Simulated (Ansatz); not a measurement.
**C2H7NSi: basis-set convergence**

An exercise on one series of results from a longer session: the logs are not shown, and one member is left open.

The runs use Ansatz 0.2.0, Gaussian basis; one geometry, several basis sets.

The runs, in order: PBE0-D4/def2-SVP; ωB97M-V/def2-SVP; PBE0-D4/def2-QZVPP; ωB97M-V/def2-QZVPP; the functionals' def2-TZVPP values are taken from earlier runs.

### The geometry

All runs share one geometry, relaxed beforehand with PBE0-D4 in a triple-zeta def2 set.

11 atoms, charge 0, spin multiplicity 1.

Atoms are counted from 1 here; the program's logs count them from 0.

Bond lengths: C1–C2 1.330 Å, C1–H5 1.087 Å, C1–H6 1.087 Å, C2–Si3 1.865 Å, C2–H7 1.091 Å, Si3–N4 1.715 Å, Si3–H8 1.488 Å, Si3–H9 1.488 Å, N4–H10 1.006 Å, N4–H11 1.006 Å. Angles: C2–C1–H5 122.6°, C2–C1–H6 121.2°, H5–C1–H6 116.2°, C1–C2–Si3 123.1°, C1–C2–H7 118.1°, Si3–C2–H7 118.8°, C2–Si3–N4 114.9°, C2–Si3–H8 108.4°, C2–Si3–H9 108.4°, N4–Si3–H8 107.9°, N4–Si3–H9 108.0°, H8–Si3–H9 109.2°, Si3–N4–H10 121.5°, Si3–N4–H11 121.5°, H10–N4–H11 111.7°.

The first run:

in.yaml

```yaml
crystal:
  periodic: [false, false, false]
  atoms:
    - {symbol: C, position_ang: [-0.676080, 1.337045, -0.944954]}
    - {symbol: C, position_ang: [0.089257, 1.208594, 0.135128]}
    - {symbol: Si, position_ang: [0.596485, -0.444526, 0.832590]}
    - {symbol: N, position_ang: [0.002894, -1.803652, -0.028574]}
    - {symbol: H, position_ang: [-0.967056, 2.304646, -1.344690]}
    - {symbol: H, position_ang: [-1.046797, 0.465621, -1.479118]}
    - {symbol: H, position_ang: [0.433029, 2.116651, 0.631586]}
    - {symbol: H, position_ang: [0.099462, -0.536598, 2.232584]}
    - {symbol: H, position_ang: [2.083196, -0.516660, 0.835985]}
    - {symbol: H, position_ang: [0.404858, -2.085973, -0.906294]}
    - {symbol: H, position_ang: [-0.953847, -2.102148, 0.056259]}
basis:
  gaussian: {orbitals: def2-SVP}
hamiltonian: {xc: pbe0, dispersion: d4}
output: {orbitals: {seedname: orbitals}}
```

Steps of the session up to this table: PBE0-D4 in def2-SVP; ωB97M-V in def2-SVP; PBE0-D4 in def2-QZVPP; ωB97M-V in def2-QZVPP.

One of the session's tables, all rows but one given; the rest of the session is left out.

| functional | basis | HOMO (eV) | LUMO (eV) |
| --- | --- | --- | --- |
| PBE0-D4 | def2-SVP | ? | ? |
| PBE0-D4 | def2-TZVPP | -7.36 | -0.23 |
| PBE0-D4 | def2-QZVPP | -7.40 | -0.30 |
| ωB97M-V | def2-SVP | -9.51 | 2.21 |
| ωB97M-V | def2-TZVPP | -9.72 | 1.87 |
| ωB97M-V | def2-QZVPP | -9.76 | 1.55 |

Q: Estimate the row for PBE0-D4, def2-SVP from the others.

As computed: HOMO (eV): -7.16; LUMO (eV): 0.00. In the column «HOMO (eV)» it is the highest.
